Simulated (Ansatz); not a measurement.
# ZnS: a single-point run

Aim: the field gradients at the nuclei of ZnS, from a sound single-point run.

Computed with Ansatz 0.2.0 (Kohn-Sham DFT, with the functional, basis and potentials that each input names (as first typed), unless a step's input says otherwise).

1 further run of the same task is left out (it didn't finish).

## 1. The starting structure

The structure is hexagonal, space group P6_3mc (No. 186). Conventional cell: a = 3.809 Å, b = 3.809 Å, c = 62.264 Å, α = 90.00°, β = 90.00°, γ = 120.00°. Zn (site symmetry 3m) is surrounded by 4 S at 2.33 Å. Only part of the 20 independent sites is listed.

As a file:

```cif
data_structure
_symmetry_space_group_name_H-M 'P6_3mc'
_symmetry_Int_Tables_number 186
_cell_length_a 3.8087
_cell_length_b 3.8087
_cell_length_c 62.2639
_cell_angle_alpha 90.000
_cell_angle_beta 90.000
_cell_angle_gamma 120.000
_cell_volume 782.19
loop_
_atom_site_label
_atom_site_type_symbol
_atom_site_symmetry_multiplicity
_atom_site_Wyckoff_symbol
_atom_site_fract_x
_atom_site_fract_y
_atom_site_fract_z
_atom_site_occupancy
Zn1 Zn 2 a 0.00000 0.00000 0.40000 1
Zn2 Zn 2 b 0.33333 0.66667 0.44998 1
Zn3 Zn 2 b 0.66667 0.33333 0.20002 1
Zn4 Zn 2 b 0.66667 0.33333 0.65000 1
Zn5 Zn 2 a 0.00000 0.00000 0.60001 1
Zn6 Zn 2 b 0.66667 0.33333 0.35002 1
Zn7 Zn 2 b 0.66667 0.33333 0.05005 1
Zn8 Zn 2 a 0.00000 0.00000 0.25000 1
Zn9 Zn 2 b 0.66667 0.33333 0.50002 1
Zn10 Zn 2 b 0.66667 0.33333 0.80001 1
S1 S 2 b 0.66667 0.33333 0.23749 1
S2 S 2 b 0.66667 0.33333 0.83749 1
S3 S 2 b 0.33333 0.66667 0.88749 1
S4 S 2 a 0.00000 0.00000 0.78749 1
S5 S 2 b 0.66667 0.33333 0.08750 1
S6 S 2 b 0.33333 0.66667 0.48744 1
S7 S 2 a 0.00000 0.00000 0.13749 1
S8 S 2 b 0.66667 0.33333 0.68749 1
S9 S 2 b 0.33333 0.66667 0.03753 1
S10 S 2 a 0.00000 0.00000 0.93748 1
```

## 2. Running it

Contents of input.yaml:

```yaml
crystal:
  lattice:
    - [3.8086699059, 0.0, 0.0]
    - [-1.9043349529, 3.2984048931, 0.0]
    - [0.0, 0.0, 62.26385349]
  atoms:
    - { symbol: Zn, position: [0.0, 0.0, 0.40000403] }
    - { symbol: Zn, position: [0.3333333333, 0.6666666667, 0.44998259] }
    - { symbol: Zn, position: [0.6666666667, 0.3333333333, 0.200019] }
    - { symbol: Zn, position: [0.6666666667, 0.3333333333, 0.65000435] }
    - { symbol: Zn, position: [0.3333333333, 0.6666666667, 0.700019] }
    - { symbol: Zn, position: [0.0, 0.0, 0.60000629] }
    - { symbol: Zn, position: [0.6666666667, 0.3333333333, 0.94998259] }
    - { symbol: Zn, position: [0.0, 0.0, 0.10000629] }
    - { symbol: Zn, position: [0.6666666667, 0.3333333333, 0.35002224] }
    - { symbol: Zn, position: [0.6666666667, 0.3333333333, 0.05005324] }
    - { symbol: Zn, position: [0.0, 0.0, 0.90000403] }
    - { symbol: Zn, position: [0.3333333333, 0.6666666667, 0.55005324] }
    - { symbol: Zn, position: [0.0, 0.0, 0.25000318] }
    - { symbol: Zn, position: [0.3333333333, 0.6666666667, 0.85002224] }
    - { symbol: Zn, position: [0.0, 0.0, 0.75000318] }
    - { symbol: Zn, position: [0.6666666667, 0.3333333333, 0.50001964] }
    - { symbol: Zn, position: [0.3333333333, 0.6666666667, 0.15000435] }
    - { symbol: Zn, position: [0.6666666667, 0.3333333333, 0.8000066] }
    - { symbol: Zn, position: [0.3333333333, 0.6666666667, 0.3000066] }
    - { symbol: Zn, position: [0.3333333333, 0.6666666667, 1.964e-05] }
    - { symbol: S, position: [0.6666666667, 0.3333333333, 0.23748632] }
    - { symbol: S, position: [0.6666666667, 0.3333333333, 0.83748948] }
    - { symbol: S, position: [0.3333333333, 0.6666666667, 0.88748952] }
    - { symbol: S, position: [0.3333333333, 0.6666666667, 0.33748948] }
    - { symbol: S, position: [0.0, 0.0, 0.78748593] }
    - { symbol: S, position: [0.6666666667, 0.3333333333, 0.0874974] }
    - { symbol: S, position: [0.3333333333, 0.6666666667, 0.48744179] }
    - { symbol: S, position: [0.0, 0.0, 0.28748593] }
    - { symbol: S, position: [0.0, 0.0, 0.1374861] }
    - { symbol: S, position: [0.6666666667, 0.3333333333, 0.6874865] }
    - { symbol: S, position: [0.3333333333, 0.6666666667, 0.03753052] }
    - { symbol: S, position: [0.6666666667, 0.3333333333, 0.98744179] }
    - { symbol: S, position: [0.6666666667, 0.3333333333, 0.53753052] }
    - { symbol: S, position: [0.6666666667, 0.3333333333, 0.38748952] }
    - { symbol: S, position: [0.3333333333, 0.6666666667, 0.73748632] }
    - { symbol: S, position: [0.3333333333, 0.6666666667, 0.1874865] }
    - { symbol: S, position: [0.0, 0.0, 0.6374861] }
    - { symbol: S, position: [0.3333333333, 0.6666666667, 0.5874974] }
    - { symbol: S, position: [0.0, 0.0, 0.93748025] }
    - { symbol: S, position: [0.0, 0.0, 0.43748025] }
kpoints:
  mp_grid: { grid: [8, 8, 1] }
scf:
  occupations: { method: fermi_dirac, width: 0.02 }
  max_iter: 50
hamiltonian:
  xc: pbe
  pseudopotentials: { kind: paw }
  hubbard: { sites: [{ species: Zn, l: p, u_eff: 20.0 }] }
output:
  forces: true
  stress: true
  populations: true
  efg:
    quadrupole_moments_barn: { Zn: 0.122, S: -0.0694 }
    contact_densities: true
```

Launch:

```bash
$ ansatz run input.yaml --threads 1 --pin off --max-ram 3072MiB --backend cpu --events-out ev --progress --plain --runs-dir out
```

What happens when this is run?

This run ends as converged. It gives a pressure of 20 GPa, which is large; a structure far from rest gives such values too, whatever the setting.

In the input, hamiltonian.hubbard.sites is [{species: Zn, l: p, u_eff: 20.0}]. The Hubbard parameter is far from any physical value.

To check: delete hamiltonian.hubbard.sites.
